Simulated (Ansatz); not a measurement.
# A workflow on BH6NO2S (SMILES OBO.NS)

We compute a series of 20 runs (PBE-D3(BJ)-ATM/cc-pVTZ, SVWN5/cc-pVTZ, BHLYP/cc-pVTZ, MP2/cc-pVTZ) of BH6NO2S. 

The results are computed with Ansatz 0.2.0.

**1. Starting point**

BH6NO2S: 11 atoms, total charge 0, spin state singlet. As SMILES, `OBO.NS`. The shape comes from GFN2-xTB, which is rough for such elements, and wasn't checked as a minimum.

Bond lengths: O1–B2 1.345 Å, B2–O3 1.349 Å, N7–S8 1.715 Å, O1–H4 0.955 Å, B2–H5 1.187 Å, O3–H6 0.955 Å, N7–H9 1.019 Å, N7–H10 1.015 Å, S8–H11 1.341 Å. Angles: O1–B2–O3 115.8°, O1–B2–H5 122.4°, O3–B2–H5 121.8°, B2–O1–H4 116.7°, B2–O3–H6 117.1°, N7–S8–H11 95.8°, S8–N7–H9 109.2°, S8–N7–H10 109.5°, H9–N7–H10 108.6°.

**2. The energy at PBE-D3(BJ)-ATM/cc-pVTZ (run 1)**

Contents of job.yaml:

```yaml
basis:
  gaussian:
    orbitals: cc-pVTZ
crystal:
  periodic: [false, false, false]
  atoms:
    - {symbol: O, position_ang: [-2.370070, 0.404260, 0.083310]}
    - {symbol: B, position_ang: [-1.737590, -0.710320, -0.326300]}
    - {symbol: O, position_ang: [-0.541640, -0.950870, 0.248810]}
    - {symbol: H, position_ang: [-3.219400, 0.585470, -0.313340]}
    - {symbol: H, position_ang: [-2.197350, -1.440320, -1.141680]}
    - {symbol: H, position_ang: [-0.062450, -1.722240, -0.048140]}
    - {symbol: "N", position_ang: [1.626000, 1.064170, 0.601720]}
    - {symbol: S, position_ang: [2.754720, 0.025380, -0.164460]}
    - {symbol: H, position_ang: [0.699010, 0.643880, 0.555830]}
    - {symbol: H, position_ang: [1.880780, 1.179930, 1.577130]}
    - {symbol: H, position_ang: [3.168000, 0.920660, -1.072890]}
hamiltonian:
  xc: {name: PBE}
  dispersion: d3bjatm
```

Launch:

```
$ ansatz run job.yaml --threads 1 --pin off --max-ram 2610MiB --events-out events.jsonl --progress --plain --runs-dir runs
```

The program printed:

```text
Warning: RAYON_NUM_THREADS=1 ignored (pool sized by the plan → 1); use --threads N
Functional definition: PBE
  name "PBE"
  parameter kappa = 0.804
  parameter beta = 0.06672455060314922
  exchange = pbe_x(kappa = kappa, mu = beta*pi^2/3)
  correlation = pbe_c(beta = beta)
1349 factors; their error is unknown
mean field evaluation 1: about -17171.4813 eV, gradient 9.5e1 eV
mean field evaluation 2: about -17101.0782 eV, gradient 1.9e2 eV
mean field evaluation 4: about -17186.0142 eV, gradient 1.9e1 eV
mean field evaluation 8: about -17186.7354 eV, gradient 2.7e-1 eV
mean field evaluation 16: about -17186.6935 eV, gradient 5.0e-4 eV
mean field -17186.69348603 eV, -631.5993360522 hartree, gradient 5.5e-5 eV, S^2 0.000000; 0 other end points of the search recorded, 0 dependent functions left out
reference -17186.69353037 eV, -631.5993376820 hartree; 25, 25 occupied and 213, 213 virtual orbitals, 1349 factors
Total energy: -17186.86509854 eV, -631.6056426957 hartree
```

Wall time 9 s (1 thread of Intel Xeon at 2.50GHz (Skylake/Cascade Lake), shared host); peak memory 0.28 GiB.

**3. BH3O2: a single-point energy at PBE-D3(BJ)-ATM/cc-pVTZ (run 2)**

Contents of molecule.yaml:

```yaml
crystal:
  periodic: [false, false, false]
  atoms:
    - {symbol: O, position_ang: [-2.370070, 0.404260, 0.083310]}
    - {symbol: B, position_ang: [-1.737590, -0.710320, -0.326300]}
    - {symbol: O, position_ang: [-0.541640, -0.950870, 0.248810]}
    - {symbol: H, position_ang: [-3.219400, 0.585470, -0.313340]}
    - {symbol: H, position_ang: [-2.197350, -1.440320, -1.141680]}
    - {symbol: H, position_ang: [-0.062450, -1.722240, -0.048140]}
basis:
  gaussian: {orbitals: cc-pVTZ}
hamiltonian: {xc: {name: PBE}, dispersion: d3bjatm}
```

Launch:

```
$ ansatz run molecule.yaml --threads 1 --pin off --max-ram 2610MiB --events-out events.jsonl --progress --plain --runs-dir runs
```

The program printed, shortened:

```text
Warning: RAYON_NUM_THREADS=1 ignored (pool sized by the plan → 1); use --threads N
[... 6 set-up lines as earlier in the session ...]
726 factors; their error is unknown
mean field evaluation 1: about -4809.2944 eV, gradient 7.5e1 eV
mean field evaluation 2: about -4781.1121 eV, gradient 1.4e2 eV
mean field evaluation 4: about -4818.1993 eV, gradient 4.6e0 eV
mean field evaluation 8: about -4818.2478 eV, gradient 2.1e-1 eV
mean field evaluation 16: about -4818.2292 eV, gradient 1.5e-5 eV
mean field -4818.22923533 eV, -177.0666584853 hartree, gradient 1.5e-5 eV, S^2 0.000000; 0 other end points of the search recorded, 0 dependent functions left out
reference -4818.22926867 eV, -177.0666597104 hartree; 12, 12 occupied and 120, 120 virtual orbitals, 726 factors
Total energy: -4818.28819758 eV, -177.0688253081 hartree
```

Run time: 2.8 s. Hardware: 1 thread of Intel Xeon at 2.50GHz (Skylake/Cascade Lake), shared host; peak memory 0.12 GiB.

Runs 3 to 9 aren't shown in full; the table further down has their settings and results.

**4. H3NS among ghost functions: a single-point energy at SVWN5/cc-pVTZ (with ghost functions) (run 10)**

Contents of job.yaml:

```yaml
crystal:
  periodic: [false, false, false]
  atoms:
    - {symbol: N, position_ang: [1.626000, 1.064170, 0.601720]}
    - {symbol: S, position_ang: [2.754720, 0.025380, -0.164460]}
    - {symbol: H, position_ang: [0.699010, 0.643880, 0.555830]}
    - {symbol: H, position_ang: [1.880780, 1.179930, 1.577130]}
    - {symbol: H, position_ang: [3.168000, 0.920660, -1.072890]}
basis:
  gaussian:
    orbitals: cc-pVTZ
    ghost_atoms: [{symbol: O, position_ang: [-2.370070, 0.404260, 0.083310]}, {symbol: B, position_ang: [-1.737590, -0.710320, -0.326300]}, {symbol: O, position_ang: [-0.541640, -0.950870, 0.248810]}, {symbol: H, position_ang: [-3.219400, 0.585470, -0.313340]}, {symbol: H, position_ang: [-2.197350, -1.440320, -1.141680]}, {symbol: H, position_ang: [-0.062450, -1.722240, -0.048140]}]
hamiltonian: {xc: {name: SVWN5}}
```

Launch:

```
$ ansatz run job.yaml --threads 1 --pin off --max-ram 2610MiB --events-out events.jsonl --progress --plain --runs-dir runs
```

The program printed:

```text
Warning: RAYON_NUM_THREADS=1 ignored (pool sized by the plan → 1); use --threads N
Functional definition: SVWN5
  name "SVWN5"
  exchange = slater_x
  correlation = vwn5_c
1204 factors; their error is unknown
mean field evaluation 1: about -12318.0262 eV, gradient 6.1e1 eV
mean field evaluation 2: about -12281.5007 eV, gradient 1.2e2 eV
mean field evaluation 4: about -12324.7995 eV, gradient 8.8e0 eV
mean field evaluation 8: about -12325.0106 eV, gradient 1.2e-1 eV
mean field evaluation 16: about -12324.9899 eV, gradient 1.0e-4 eV
mean field -12324.98987360 eV, -452.9350236766 hartree, gradient 2.1e-5 eV, S^2 0.000000; 0 other end points of the search recorded, 0 dependent functions left out
reference -12324.98990948 eV, -452.9350249954 hartree; 13, 13 occupied and 225, 225 virtual orbitals, 1204 factors
Total energy: -12324.98990948 eV, -452.9350249954 hartree
```

Run time: 5.1 s. Hardware: 1 thread of Intel Xeon at 2.50GHz (Skylake/Cascade Lake), shared host; peak memory 0.26 GiB.

Runs 11 to 19 aren't shown in full; the table further down has their settings and results.

**5. H3NS among ghost functions: a single-point energy at MP2/cc-pVTZ (with ghost functions) (run 20)**

Contents of molecule.yaml:

```yaml
crystal:
  periodic: [false, false, false]
  atoms:
    - symbol: "N"
      position_ang: [1.626000, 1.064170, 0.601720]
    - symbol: S
      position_ang: [2.754720, 0.025380, -0.164460]
    - symbol: H
      position_ang: [0.699010, 0.643880, 0.555830]
    - symbol: H
      position_ang: [1.880780, 1.179930, 1.577130]
    - symbol: H
      position_ang: [3.168000, 0.920660, -1.072890]
basis:
  gaussian:
    orbitals: cc-pVTZ
    ghost_atoms: [{symbol: O, position_ang: [-2.370070, 0.404260, 0.083310]}, {symbol: B, position_ang: [-1.737590, -0.710320, -0.326300]}, {symbol: O, position_ang: [-0.541640, -0.950870, 0.248810]}, {symbol: H, position_ang: [-3.219400, 0.585470, -0.313340]}, {symbol: H, position_ang: [-2.197350, -1.440320, -1.141680]}, {symbol: H, position_ang: [-0.062450, -1.722240, -0.048140]}]
correlation: {method: mp2, frozen_orbitals: {H: 0, "N": 1, S: 5}}
```

Launch:

```
$ ansatz run molecule.yaml --threads 1 --pin off --max-ram 2610MiB --events-out events.jsonl --progress --plain --runs-dir runs
```

The program printed:

```text
Warning: RAYON_NUM_THREADS=1 ignored (pool sized by the plan → 1); use --threads N
Functional definition: HF
  name "HF"
  exchange = exact_x
  correlation = 0
1375 factors; integrals over basis functions are off by at most 1.0e-3 eV
mean field evaluation 1: about -12345.7254 eV, gradient 2.4e1 eV
mean field evaluation 2: about -12345.7310 eV, gradient 2.4e1 eV
mean field evaluation 4: about -12346.9862 eV, gradient 2.7e0 eV
mean field evaluation 8: about -12347.0118 eV, gradient 1.8e-4 eV
mean field -12347.01175758 eV, -453.7443129859 hartree, gradient 5.6e-6 eV, S^2 0.000000; 0 other end points of the search recorded, 0 dependent functions left out
6 core orbitals not correlated: weight in the atoms' cores, before any rotation towards them, 1.000 or more for the frozen orbitals, at most 0.000 for the correlated occupied ones
reference -12347.01175758 eV, -453.7443129859 hartree; 7, 7 occupied and 225, 225 virtual orbitals, 1375 factors
second order -10.86528957 eV of doubles, -0.00000000 eV of singles
Total energy: -12357.87704715 eV, -454.1436050130 hartree
```

It took 13 s on 1 thread of Intel Xeon at 2.50GHz (Skylake/Cascade Lake), shared host; peak memory 0.43 GiB.

**6. All runs side by side**

| run | level | fragment atoms | contact | frozen core orbitals | partner | energy (Eh) | wall time |
| --- | --- | --- | --- | --- | --- | --- | --- |
| 1 | PBE-D3(BJ)-ATM/cc-pVTZ | – | – | – | base | -631.605643 | 9 s |
| 2 | PBE-D3(BJ)-ATM/cc-pVTZ | (1, 2, 3, 4, 5, 6) | base | – | fragment | -177.068825 | 2.8 s |
| 3 | PBE-D3(BJ)-ATM/cc-pVTZ (with ghost functions) | (1, 2, 3, 4, 5, 6) | base | – | fragment with ghosts | -177.069573 | 7.2 s |
| 4 | PBE-D3(BJ)-ATM/cc-pVTZ | (7, 8, 9, 10, 11) | base | – | fragment | -454.529208 | 1.9 s |
| 5 | PBE-D3(BJ)-ATM/cc-pVTZ (with ghost functions) | (7, 8, 9, 10, 11) | base | – | fragment with ghosts | -454.529584 | 7.8 s |
| 6 | SVWN5/cc-pVTZ | – | – | – | base | -628.853038 | 6 s |
| 7 | SVWN5/cc-pVTZ | (1, 2, 3, 4, 5, 6) | base | – | fragment | -175.907559 | 1.5 s |
| 8 | SVWN5/cc-pVTZ (with ghost functions) | (1, 2, 3, 4, 5, 6) | base | – | fragment with ghosts | -175.908260 | 5.1 s |
| 9 | SVWN5/cc-pVTZ | (7, 8, 9, 10, 11) | base | – | fragment | -452.934661 | 1.3 s |
| 10 | SVWN5/cc-pVTZ (with ghost functions) | (7, 8, 9, 10, 11) | base | – | fragment with ghosts | -452.935025 | 5.1 s |
| 11 | BHLYP/cc-pVTZ | – | – | – | base | -631.924595 | 14 s |
| 12 | BHLYP/cc-pVTZ | (1, 2, 3, 4, 5, 6) | base | – | fragment | -177.189787 | 3.3 s |
| 13 | BHLYP/cc-pVTZ (with ghost functions) | (1, 2, 3, 4, 5, 6) | base | – | fragment with ghosts | -177.190361 | 9.9 s |
| 14 | BHLYP/cc-pVTZ | (7, 8, 9, 10, 11) | base | – | fragment | -454.729278 | 2.6 s |
| 15 | BHLYP/cc-pVTZ (with ghost functions) | (7, 8, 9, 10, 11) | base | – | fragment with ghosts | -454.729552 | 9.9 s |
| 16 | MP2/cc-pVTZ | – | – | 9 | base | -631.069858 | 19 s |
| 17 | MP2/cc-pVTZ | (1, 2, 3, 4, 5, 6) | base | 3 | fragment | -176.919975 | 2.8 s |
| 18 | MP2/cc-pVTZ (with ghost functions) | (1, 2, 3, 4, 5, 6) | base | 3 | fragment with ghosts | -176.921006 | 12 s |
| 19 | MP2/cc-pVTZ | (7, 8, 9, 10, 11) | base | 6 | fragment | -454.143061 | 1.7 s |
| 20 | MP2/cc-pVTZ (with ghost functions) | (7, 8, 9, 10, 11) | base | 6 | fragment with ghosts | -454.143605 | 13 s |

**7. What came out**

```
                                                                                                             quantity          value
                                                                     H3NS among ghost functions, run 20: total energy  -454.14361 Eh
                                      H3NS among ghost functions, run 20: correlation energy (6 core orbitals frozen)     -399.3 mEh
interaction energy of the rigid parts BH3O2 and H3NS (parts in the whole basis, counterpoise), PBE-D3(BJ)-ATM/cc-pVTZ      -0.176 eV
              interaction energy of the rigid parts BH3O2 and H3NS (parts in their own basis), PBE-D3(BJ)-ATM/cc-pVTZ      -0.207 eV
         interaction energy of the rigid parts BH3O2 and H3NS (parts in the whole basis, counterpoise), SVWN5/cc-pVTZ      -0.265 eV
                       interaction energy of the rigid parts BH3O2 and H3NS (parts in their own basis), SVWN5/cc-pVTZ      -0.294 eV
                       interaction energy of the rigid parts BH3O2 and H3NS (parts in their own basis), BHLYP/cc-pVTZ      -0.150 eV
         interaction energy of the rigid parts BH3O2 and H3NS (parts in the whole basis, counterpoise), BHLYP/cc-pVTZ      -0.127 eV
           interaction energy of the rigid parts BH3O2 and H3NS (parts in the whole basis, counterpoise), MP2/cc-pVTZ      -0.143 eV
                         interaction energy of the rigid parts BH3O2 and H3NS (parts in their own basis), MP2/cc-pVTZ      -0.186 eV
```

What this shows: At PBE-D3(BJ)-ATM/cc-pVTZ: the interaction energy of the rigid parts BH3O2 and H3NS (parts in the whole basis, counterpoise) is −0.18 eV (−4.1 kcal/mol): the parts attract. The basis-set superposition error is 3.0 kJ/mol. At PBE-D3(BJ)-ATM/cc-pVTZ: the interaction energy of the rigid parts BH3O2 and H3NS (parts in their own basis) is −0.21 eV (−20.0 kJ/mol): the parts attract. At SVWN5/cc-pVTZ: the interaction energy of the rigid parts BH3O2 and H3NS (parts in the whole basis, counterpoise) is −0.27 eV (−25.6 kJ/mol): the parts attract. The basis-set superposition error is 2.8 kJ/mol. At SVWN5/cc-pVTZ: the interaction energy of the rigid parts BH3O2 and H3NS (parts in their own basis) is −0.29 eV (−28.4 kJ/mol): the parts attract. Totals of different functionals can't be ranked against each other. All runs together took 2.3 min, the longest 19 s.
